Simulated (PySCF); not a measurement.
**AlBNH4F (SMILES [NH2][AlH][BH]F): levels of theory compared**

Wanted: a comparison of 6 runs (HF/3-21G, HF/def2-SVP, B3LYP/6-31G*, PBE0/def2-SVP, SVWN5/def2-SVPD) of AlBNH4F. 

The results are computed with PySCF 2.14.0.

1 further run of the same task is left out (it didn't finish).

## Step 1: The system as given

AlBNH4F has 8 atoms, charge 0, and is taken as a singlet. As SMILES, `[NH2][AlH][BH]F`. Geometry: relaxed at PBE0-D4/def2-TZVP. This is one conformer, not always the lowest.

Bond lengths: N1–Al2 1.770 Å, Al2–B3 2.169 Å, B3–F4 1.330 Å, N1–H5 1.008 Å, N1–H6 1.008 Å, Al2–H7 1.590 Å, B3–H8 1.208 Å. Angles: N1–Al2–B3 116.8°, Al2–B3–F4 118.5°, N1–Al2–H7 116.9°, B3–Al2–H7 126.3°, Al2–N1–H5 125.6°, Al2–N1–H6 124.3°, Al2–B3–H8 127.4°, F4–B3–H8 114.1°, H5–N1–H6 110.2°.

## Step 2: Energy and forces at HF/3-21G (run 1)

Contents of input.xyz:

```xyz
8
AlBFH4N
N     -1.034900     1.238000     0.178100
Al     0.358400     0.247200     0.637000
B      0.824000    -1.438600    -0.645900
F      0.022100    -1.693000    -1.675500
H     -1.365500     2.050100     0.674400
H     -1.614500     1.063500    -0.627700
H      1.149400     0.679500     1.946200
H      1.753200    -2.203800    -0.542400
```

Contents of job.py:

```python
# [NH2][AlH][BH]F
from pyscf import gto, scf

molecule = gto.M(
    atom='input.xyz',
    max_memory=1860,
    verbose=4,
    basis='3-21g',
)

mf = scf.RHF(molecule)
mf.conv_tol = 1e-10
mf.kernel()
if not mf.converged:
    mf = mf.newton().run(mf.mo_coeff, mf.mo_occ)

energy = mf.e_tot
print(f'total energy: {energy:.8f} hartree')
grad = mf.nuc_grad_method().kernel()
mf.analyze()
```

On the command line:

```
OMP_NUM_THREADS=1 python job.py
```

Standard output:

```text
PySCF version 2.14.0

[... 79 lines left out ...]
Two-electron Energy =                  290.601464785404630
[... 11 lines left out ...]
MO #8   energy= -3.14953257192683  occ= 2
[... 9 lines left out ...]
MO #18  energy= -0.387694962561203 occ= 2
[... 9 lines left out ...]
MO #28  energy= 0.378666408874713  occ= 0
[... 9 lines left out ...]
MO #38  energy= 1.31368856117039   occ= 0
[... 9 lines left out ...]
MO #48  energy= 3.9768094990886    occ= 0
[... 59 lines left out ...]
Dipole moment(X, Y, Z, Debye): -0.61401,  0.89118,  0.22281
```

Wall time 3.6 s (1 thread of Intel Xeon at 2.50GHz (Skylake/Cascade Lake), shared host); peak memory 0.12 GiB.

## Step 3: Energy and gradient at HF/def2-SVP (run 2)

Contents of calc.py:

```python
from pyscf import gto, scf

molecule = gto.M(
    atom='''
N       -1.034900       1.238000       0.178100
Al       0.358400       0.247200       0.637000
B        0.824000      -1.438600      -0.645900
F        0.022100      -1.693000      -1.675500
H       -1.365500       2.050100       0.674400
H       -1.614500       1.063500      -0.627700
H        1.149400       0.679500       1.946200
H        1.753200      -2.203800      -0.542400
''',
    max_memory=1860,
    basis='def2-svp',
    spin=0,
    verbose=3,
)

mf = scf.RHF(molecule)
mf.conv_tol = 1e-10
mf.kernel()
if not mf.converged:
    mf = mf.newton().run(mf.mo_coeff, mf.mo_occ)

etot = mf.e_tot
print('Final energy', etot)
grad = mf.nuc_grad_method().kernel()
dip = mf.dip_moment()
pop, q = mf.mulliken_pop()
```

On the command line:

```
OMP_NUM_THREADS=1 python calc.py
```

Standard output:

```text
converged SCF energy = -422.65749119679
Final energy -422.6574911967898
[... 8 lines left out ...]
Dipole moment(X, Y, Z, Debye): -0.47110,  0.75749,  0.23410
[... 89 lines left out ...]
charge of    7H =     -0.11789
```

Wall time 7.8 s (1 thread of Intel Xeon at 2.50GHz (Skylake/Cascade Lake), shared host); peak memory 0.16 GiB.

Runs 3 to 5 aren't shown in full; the table further down has their settings and results.

## Step 4: Energy and gradient at SVWN5/def2-SVPD (run 6)

Contents of input.py:

```python
# [NH2][AlH][BH]F
import pyscf.grad
from pyscf import gto, dft

mol = gto.M(
    atom='''
N   -1.034900   1.238000   0.178100
Al   0.358400   0.247200   0.637000
B    0.824000  -1.438600  -0.645900
F    0.022100  -1.693000  -1.675500
H   -1.365500   2.050100   0.674400
H   -1.614500   1.063500  -0.627700
H    1.149400   0.679500   1.946200
H    1.753200  -2.203800  -0.542400
''',
    basis='def2-svpd',
    verbose=4,
    max_memory=1860,
    spin=0,
)

calc0 = dft.RKS(mol, xc='svwn')
calc0.conv_tol = 1e-10
calc0.grids.level = 5
calc0.kernel()
if not calc0.converged:
    calc0 = calc0.newton().run(calc0.mo_coeff, calc0.mo_occ)

etot = calc0.e_tot
print('Final energy', etot)
grad = calc0.Gradients().kernel()
dip = calc0.dip_moment()
pop, q = calc0.mulliken_pop()
```

On the command line:

```
OMP_NUM_THREADS=1 python input.py
```

Standard output:

```text
PySCF version 2.14.0

[... 82 lines left out ...]
converged SCF energy = -421.690283636762
Final energy -421.6902836367624
[... 12 lines left out ...]
Dipole moment(X, Y, Z, Debye): -0.66832,  0.73495,  0.01363
[... 128 lines left out ...]
charge of    7H =      0.32550
```

Wall time 39 s (1 thread of Intel Xeon at 2.50GHz (Skylake/Cascade Lake), shared host); peak memory 0.7 GiB.

## Step 5: All runs side by side

| run | level | integration grid | Cartesian functions | energy (Eh) | dipole moment (D) | HOMO energy (eV) | LUMO energy (eV) | wall time |
| --- | --- | --- | --- | --- | --- | --- | --- | --- |
| 1 | HF/3-21G | – | no | -420.570188 | 1.10 | -10.05 | 1.31 | 3.6 s |
| 2 | HF/def2-SVP | – | no | -422.657491 | 0.92 | -10.20 | 1.21 | 7.8 s |
| 3 | B3LYP/6-31G* (spherical functions) | 5 | no | -424.330497 | 1.27 | -6.77 | -1.91 | 38 s |
| 4 | B3LYP/6-31G* (Cartesian functions) | 5 | yes | -424.334893 | 1.26 | -6.77 | -1.91 | 40 s |
| 5 | PBE0/def2-SVP | 5 | no | -423.799766 | 1.23 | -7.10 | -1.92 | 41 s |
| 6 | SVWN5/def2-SVPD | 5 | no | -421.690284 | 0.99 | -6.08 | -3.28 | 39 s |

## Step 6: Results

| quantity | value |
| --- | --- |
| run 6: total energy | -421.69028 Eh |
| run 6: dipole moment | 0.99 D |
| run 6: HOMO energy | -6.08 eV |
| run 6: LUMO energy | -3.28 eV |
| run 6: HOMO–LUMO gap | 2.79 eV |
| run 6: largest force on an atom | 0.716 eV/Å |

The dipole moment (its size) runs from 0.92 D (HF/def2-SVP) to 1.27 D (B3LYP/6-31G*). The two ends differ in method and basis. The HOMO–LUMO gap runs from 2.79 eV (SVWN5/def2-SVPD) to 11.40 eV (HF/def2-SVP). Totals of different functionals can't be ranked against each other. All runs together took 2.8 min, the longest 41 s.
